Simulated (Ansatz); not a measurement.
# InH3S: one species, many methods

One table from this session's results is given with a row withheld; the runs are named, their logs left out.

Method: functionals in def2-TZVPP, the program's frozen cores in correlated methods; program: Ansatz 0.2.0, Gaussian basis.

Levels to be run: LDA (SPW92), PBE-D4, revPBE-D4, BLYP-D4, r2SCAN-D4, B97M-V, PBE0-D4, B3LYP-D4, r2SCANh-D4, r2SCAN0-D4, HSE06-D4, BHLYP-D4, CAM-B3LYP-D4, LC-ωPBE, ωB97X-V, ωB97M-V, B2PLYP, PBE-QIDH; CCSD(T)/def2-SVP; CCSD(T)/def2-TZVPP; CCSD(T)/def2-QZVPP; extrapolation to the limit; RPA on PBE.

### The relaxed structure

An earlier PBE0-D4 in a triple-zeta def2 set relaxation fixed the geometry. In takes the def2 core potential; no spin-orbit term is included.

SMILES `[SH][InH2]`, 5 atoms, charge 0, spin multiplicity 1.

Atoms are counted from 1 here; the program's logs count them from 0.

Bond lengths: S1–In2 2.389 Å, S1–H3 1.343 Å, In2–H4 1.712 Å, In2–H5 1.710 Å. Angles: In2–S1–H3 94.5°, S1–In2–H4 116.1°, S1–In2–H5 114.1°, H4–In2–H5 129.7°.

The first run:

in.yaml reads:

```yaml
crystal:
  periodic: [false, false, false]
  atoms:
    - {symbol: S, position_ang: [1.134138, -0.941158, 0.912614]}
    - {symbol: In, position_ang: [-0.182880, 0.615805, -0.332202]}
    - {symbol: H, position_ang: [0.248578, -1.943849, 0.796791]}
    - {symbol: H, position_ang: [-1.681937, 0.034731, -0.921095]}
    - {symbol: H, position_ang: [0.531901, 2.160771, -0.497509]}
basis:
  gaussian: {orbitals: def2-TZVPP}
hamiltonian: {xc: lda}
output: {orbitals: {seedname: orbitals}}
```

Run with:

```console
> ansatz run in.yaml --threads 2 --pin off --events-out ev --progress --plain --max-ram 31744MiB --backend cpu
```

Steps of the session up to this table: LDA; PBE-D4 (GGA); revPBE-D4 (GGA); BLYP-D4 (GGA); r2SCAN-D4 (meta-GGA); B97M-V (meta-GGA); PBE0-D4 (hybrid); B3LYP-D4 (hybrid); r2SCANh-D4 (hybrid); r2SCAN0-D4 (hybrid); HSE06-D4 (hybrid); BHLYP-D4 (hybrid); CAM-B3LYP-D4 (range-separated); LC-ωPBE (range-separated); ωB97X-V (range-separated); ωB97M-V (range-separated); B2PLYP (double hybrid); PBE-QIDH (double hybrid).

One table of the session follows, with a row left open; its other results are not shown here.

It belongs to the step «Frontier levels by functional». 

```
  functional  HOMO (eV)  LUMO (eV)  gap (eV)
 LDA (SPW92)      -6.43      -2.65      3.79
      PBE-D4      -6.28      -2.39      3.89
   revPBE-D4      -6.22      -2.28      3.94
     BLYP-D4          ?          ?         ?
   r2SCAN-D4      -6.53      -2.13      4.40
      B97M-V      -6.61      -2.39      4.22
     PBE0-D4      -7.42      -1.69      5.73
    B3LYP-D4      -7.19      -1.96      5.23
  r2SCANh-D4      -6.95      -1.88      5.07
  r2SCAN0-D4      -7.59      -1.53      6.07
    HSE06-D4      -7.02      -2.05      4.97
    BHLYP-D4      -8.42      -1.05      7.37
CAM-B3LYP-D4      -8.71      -0.90      7.81
     LC-ωPBE     -10.10       0.18     10.28
     ωB97X-V      -9.74       0.07      9.81
     ωB97M-V      -9.59      -0.19      9.39
```

Q: Estimate the row for BLYP-D4 from the others.

Worked estimate for «HOMO (eV)». Against the share of exact exchange, B3LYP-D4 (0.2, -7.19), BHLYP-D4 (0.5, -8.42) give a slope of -4.10 per unit share; at 0 the line stands at -6.37.

The run gave: HOMO (eV): -6.13; LUMO (eV): -2.35; gap (eV): 3.77. In «HOMO (eV)» the line misses by -0.24.
